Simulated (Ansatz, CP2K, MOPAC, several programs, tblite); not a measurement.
# What cheap methods get right for In3GaAs4

How much accuracy does each second buy? In3GaAs4 is computed with 8 methods of unlike cost, up to r2SCAN.

Method: no spin polarisation, static lattice; gaps from single points on the cell relaxed beforehand with r²SCAN, in MOPAC, tblite, CP2K, Ansatz (versions at each run).

**1. The structure to begin with**

It takes space group I-42m (No. 121, tetragonal). Conventional cell: a = 6.000 Å, b = 6.000 Å, c = 11.981 Å, α = 90.00°, β = 90.00°, γ = 90.00°. Ga (site symmetry -42m) has 4 As at 2.47 Å in its first shell of neighbours. As (site symmetry m) has 1 Ga at 2.47 Å and 3 In at 2.63 to 2.65 Å in its first shell of neighbours. In (site symmetry -4) is surrounded by 4 As at 2.63 Å. Around In (site symmetry -42m) lie 4 As at 2.65 Å.

Structure file:

```cif
data_structure
_symmetry_space_group_name_H-M 'I-42m'
_symmetry_Int_Tables_number 121
_cell_length_a 5.9996
_cell_length_b 5.9996
_cell_length_c 11.9809
_cell_angle_alpha 90.000
_cell_angle_beta 90.000
_cell_angle_gamma 90.000
_cell_volume 431.25
loop_
_atom_site_label
_atom_site_type_symbol
_atom_site_symmetry_multiplicity
_atom_site_Wyckoff_symbol
_atom_site_fract_x
_atom_site_fract_y
_atom_site_fract_z
_atom_site_occupancy
Ga1 Ga 2 a 0.00000 0.00000 0.00000 1
As1 As 8 i 0.23709 0.23709 0.11992 1
In1 In 4 d 0.00000 0.50000 0.25000 1
In2 In 2 b 0.50000 0.50000 0.00000 1
```

The structure type (ordered alloy on zincblende lattice) is imposed and need not be the compound's stable one.

**Question.** The methods are PM6, PM7, GFN2-xTB (tblite), PBE/DZVP, PBE/SZV, coarse PBE, PBE, r2SCAN. What gap does r2SCAN give on this cell, and which other methods (full PBE left aside) come nearest to r2SCAN and farthest in gap, volume and bulk modulus?

| quantity | value |
| --- | --- |
| r2SCAN | gap 0.23 eV, 26.95 Å³/atom, B₀ 61 GPa |
| gap: nearest and farthest of the other methods | GFN2-xTB (tblite), PBE/DZVP, PBE/SZV, coarse PBE (about 0.23 eV off); PM7 (+5.41 eV) |
| volume: nearest and farthest of the other methods | PM7 (-1.4 %), PBE/SZV (+8.5 %) |
| bulk modulus: nearest and farthest of the other methods | PBE/DZVP, PBE/SZV (about 16 % off); PM7 (+56 %) |

What this shows: For the gap (full PBE left aside), GFN2-xTB (tblite), PBE/DZVP, PBE/SZV, coarse PBE tie for nearest to r2SCAN, all without the gap that it finds; PM7 is farthest. Among the 3 methods compared for the volume (full PBE left aside), PM7 is nearest to r2SCAN and PBE/SZV farthest. For the bulk modulus (full PBE left aside), PBE/DZVP, PBE/SZV tie for nearest to r2SCAN; PM7 is farthest. A minimal basis or a coarse cutoff and mesh shifts results by its own error, so closeness to r2SCAN can be chance. Cluster runs see only the k-points that fold onto the zone centre, so their gaps can miss the band edges. No volume is given for PM6, GFN2-xTB (tblite), coarse PBE, which can hide a larger miss. CPU times run from 5.3 s (PM7) to 1.7 min (r2SCAN). GFN2-xTB (tblite), PBE/DZVP, PBE/SZV, coarse PBE, PBE disagree with r2SCAN even on whether there is a gap. r2SCAN is a yardstick, not the truth: it usually gives gaps below the measured ones. Spin-orbit coupling is left out throughout, and with elements this heavy it can close so small a gap.
